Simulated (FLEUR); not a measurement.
# TiTe (P6_3/mmc) in FLEUR: single point with PBEsol

Aim: the single point of TiTe with PBEsol.

All numbers are computed with FLEUR MaX-R8.1 (later development tree); they aren't measurements. Logs are shortened: lines on timing, memory, paths and dates and some standing lists are left out, and cuts for length are marked.

### Step 1. The structure

It takes space group P6_3/mmc (No. 194, hexagonal). Conventional cell: a = 3.842 Å, b = 3.842 Å, c = 6.403 Å, α = 90.00°, β = 90.00°, γ = 120.00°. Around Te (site symmetry -6m2) lie 6 Ti at 2.74 Å. Ti (site symmetry -3m) has 6 Te at 2.74 Å as nearest neighbours.

### Step 2. Single point, PBEsol

Contents of inp.xml:

```xml
<?xml version="1.0" encoding="UTF-8" standalone="no"?>
<fleurInput fleurInputVersion="0.39">
   <comment>
      TiTe                                                                                                
   </comment>
   <calculationSetup>
      <cutoffs Kmax="4.34" Gmax="13.4" GmaxXC="13.4" numbands="0"/>
      <scfLoop itmax="60" minDistance="0.00001" maxIterBroyd="15" imix="Anderson" alpha="0.05" precondParam="0.0" spinf="2.0" sdNocoIR="T"/>
      <coreElectrons ctail="T" frcor="F" kcrel="0" coretail_lmax="0"/>
      <xcFunctional name="PBEs" relativisticCorrections="F"/>
      <magnetism jspins="1"/>
      <soc l_soc="F" theta="0.0" phi="0.0" spav="F"/>
      <expertModes spex="0" secvar="F"/>
      <geometryOptimization l_f="T" forcealpha="1.0" forcemix="BFGS" epsdisp="0.0005" epsforce="0.0002"/>
      <ldaU l_linMix="F" mixParam="0.05" spinf="1.0"/>
   </calculationSetup>
   <cell>
      <bzIntegration valenceElectrons="68.0" mode="hist" fermiSmearingEnergy="0.00183747">
         <kPointListSelection listName="default-1"/>
         <!-- k-points included here -->
         <xi:include xmlns:xi="http://www.w3.org/2001/XInclude" href="kpts.xml"> </xi:include>
      </bzIntegration>
      <!-- symmetry operations included here -->
      <xi:include xmlns:xi="http://www.w3.org/2001/XInclude" href="sym.xml"> </xi:include>
      <bulkLattice scale="1.0">
         <bravaisMatrix>
            <row-1>    7.2603277707132001     0.0000000000000000     0.0000000000000000</row-1>
            <row-2>   -3.6301638853566001     6.2876282891640356     0.0000000000000000</row-2>
            <row-3>    0.0000000000000000     0.0000000000000000    12.0999163758137982</row-3>
         </bravaisMatrix>
      </bulkLattice>
   </cell>
[... 17 lines left out ...]
      </species>
      <species name="Titanium (Ti)" element="Ti" atomicNumber="22">
         <mtSphere radius="2.26" gridPoints="771" logIncrement="0.016"/>
         <atomicCutoffs lmax="9" lnonsphr="9"/>
         <electronConfig flipSpins="F">
            <coreConfig>(1s1/2) (2s1/2) (2p1/2) (2p3/2)</coreConfig>
            <valenceConfig>(3s1/2) (3p1/2) (3p3/2) (4s1/2) (3d3/2) (3d5/2)</valenceConfig>
            <stateOccupation state="(3d3/2)" spinUp="0.400000" spinDown="0.400000"/>
            <stateOccupation state="(3d5/2)" spinUp="0.600000" spinDown="0.600000"/>
         </electronConfig>
         <energyParameters s="4" p="4" d="3" f="4"/>
         <lo type="SCLO" l="0" n="3" eDeriv="0"/>
         <lo type="SCLO" l="1" n="3" eDeriv="0"/>
         <lo type="SCLO" l="1" n="3" eDeriv="1"/>
         <lo type="SCLO" l="2" n="3" eDeriv="2"/>
         <lo type="SCLO" l="3" n="4" eDeriv="2"/>
      </species>
   </atomSpecies>
   <atomGroups>
      <atomGroup species="Tellurium (Te)">
         <relPos label="                   1">-1.000/3.000 1.000/3.000 -1.000/4.000</relPos>
         <relPos label="                   2">1.000/3.000 -1.000/3.000 1.000/4.000</relPos>
         <force calculate="T" relaxXYZ="TTT"/>
      </atomGroup>
      <atomGroup species="Titanium (Ti)">
         <relPos label="                   3">.0000000000 .0000000000 1.000/2.000</relPos>
         <relPos label="                   4">.0000000000 .0000000000 .0000000000</relPos>
         <force calculate="T" relaxXYZ="TTT"/>
      </atomGroup>
   </atomGroups>
   <output dos="F" band="F" slice="F">
      <checks vchk="F" cdinf="F"/>
      <bandDOS minEnergy="-.5*Htr" maxEnergy="0.5*Htr" sigma="0.015" storeEVData="T"/>
      <vacuumDOS vacdos="F" integ="F" star="F" nstars="0" locx1="0.0" locy1="0.0" locx2="0.0" locy2="0.0" nstm="0" tworkf="0.0"/>
      <unfoldingBand unfoldBand="F" supercellX="1" supercellY="1" supercellZ="1"/>
      <plotting iplot="0" polar="F">
         <plot TwoD="T" vec1="  1.0  0.0  0.0" vec2="  0.0  1.0  0.0" vec3="  0.0  0.0  1.0" zero="  0.0  0.0  0.0" file="plot"/>
      </plotting>
      <chargeDensitySlicing numkpt="0" minEigenval="0.0" maxEigenval="0.0" nnne="0" pallst="F"/>
      <specialOutput eonly="F"/>
      <moessbauerParams electricFieldGradient="T" isomerShift="T" coreHyperfine="T" valenceHyperfine="T"/>
      <magneticCircularDichroism mcd="F" energyLo="-10.0" energyUp="0.0"/>
   </output>
  <!-- We include the file relax.xml here to enable relaxations (see documentation) -->
  <xi:include xmlns:xi="http://www.w3.org/2001/XInclude" href="relax.xml"> <xi:fallback/> </xi:include>
</fleurInput>
```

Contents of crystal.txt:

```
TiTe
&input cartesian=F /
3.8420000000  0.0000000000  0.0000000000
-1.9210000000  3.3272696013  0.0000000000
0.0000000000  0.0000000000  6.4030000000
1.8897261246
1.0 1.0 1.0

4
52 0.6666666666  0.3333333332  0.7500000000
52 0.3333333332  0.6666666666  0.2500000000
22 -0.0000000001  -0.0000000001  0.5000000000
22 -0.0000000001  -0.0000000001  0.0000000000

&kpt div1=8 div2=8 div3=4 gamma=T /
```

Potentials or basis: all-electron, FLAPW.

Launch:

```
$ inpgen -f crystal.txt -profile fastHighL
$ # inp.xml edited to the form shown
$ fleur_MPI
```

Log:

```text
Welcome to FLEUR        (www.flapw.de)
      MaX-Release 8.1          (www.max-centre.eu)

 ========== k-point set info ==========
 Selected k-point list: default-1
 k-point list type: mesh
 8 x 8 x 4
 Number of k points: 30

 ------------Calculation Setup---------------------------
 Number of MPI-tasks      :            1
 Number of PE/node        :            1
 Number of OMP-threads    :            1
 Most efficient MPI parallelization for:
           1           2           3           5           6          10          15          30
 Additional eigenvalue parallelization possible
 Number of basis functions:          943
 Approximate size of matrices (H+S) per k-point:         0.013 GB
 --------------------------------------------------------
 Iteration:     1   Distance:       6.53100037 me/bohr^3
 Iteration:     2   Distance:       5.94270535 me/bohr^3
 Iteration:     3   Distance:       3.55422530 me/bohr^3
 Iteration:     4   Distance:       1.56338534 me/bohr^3
 Iteration:     5   Distance:       1.27985426 me/bohr^3
 Iteration:     6   Distance:       0.36353013 me/bohr^3
 Iteration:     7   Distance:       0.26653991 me/bohr^3
 Iteration:     8   Distance:       0.04593346 me/bohr^3
 Iteration:     9   Distance:       0.04501277 me/bohr^3
 Iteration:    10   Distance:       0.00977358 me/bohr^3
 Iteration:    11   Distance:       0.00223510 me/bohr^3
 Iteration:    12   Distance:       0.00187981 me/bohr^3
 Iteration:    13   Distance:       0.00021116 me/bohr^3
 Iteration:    14   Distance:       0.00008419 me/bohr^3
 Iteration:    15   Distance:       0.00004612 me/bohr^3
 Iteration:    16   Distance:       0.00003725 me/bohr^3
 Iteration:    17   Distance:       0.00001236 me/bohr^3
 Iteration:    18   Distance:       0.00000465 me/bohr^3

 ********************************************************************
 Run finished successfully
 Stop message:
   Structural relaxation: Done
 ********************************************************************
```

Run time: 5.2 min. Hardware: 1 thread of Arm Neoverse V1, shared host; peak memory 0.1 GiB.

Results:

```yaml
Free_energy: -416164.0609 eV
Band_gap_on_the_k_mesh: none (metal or under the smearing width)
Valence_electrons_inside_the_program's_atomic_spheres: Te 19.49; Ti 10.14 (radii Te 2.39, Ti 2.26 bohr)
```

Levels at points of the mesh, in eV from the Fermi level:
```csv
k point,band 30,band 31,band 32,band 33,band 34,band 35,band 36,band 37,band 38,band 39
"(0.00, 0.00, 0.00)",-1.69,-1.08,-0.87,-0.87,-0.58,-0.58,-0.43,-0.43,0.95,0.95
"(0.00, 0.00, 0.50)",-2.91,-2.91,-2.91,-0.05,-0.05,-0.05,-0.05,0.28,0.28,2.56
"(0.00, 0.50, 0.00)",-4.52,-3.83,-3.04,-1.93,-0.09,0.55,0.69,0.81,1.14,1.39
"(0.00, 0.50, 0.50)",-3.82,-3.48,-3.48,-0.94,-0.94,0.84,0.84,1.07,1.07,1.80
```

Core levels (eV from the Fermi level):
| atom | levels |
| --- | --- |
| 1 Te | 1s1/2 -31587.6, 2s1/2 -4839.5, 2p1/2 -4534.6, 2p3/2 -4260.3, 3s1/2 -959.8, 3p1/2 -834.4, 3p3/2 -783.3, 4s1/2 -160.1, 3d3/2 -561.9, 3d5/2 -551.2 |
| 2 Te | 1s1/2 -31587.6, 2s1/2 -4839.5, 2p1/2 -4534.6, 2p3/2 -4260.3, 3s1/2 -959.8, 3p1/2 -834.4, 3p3/2 -783.3, 4s1/2 -160.1, 3d3/2 -561.9, 3d5/2 -551.2 |
| 3 Ti | 1s1/2 -4856.8, 2s1/2 -530.7, 2p1/2 -442.3, 2p3/2 -436.5 |
| 4 Ti | 1s1/2 -4856.8, 2s1/2 -530.7, 2p1/2 -442.3, 2p3/2 -436.5 |
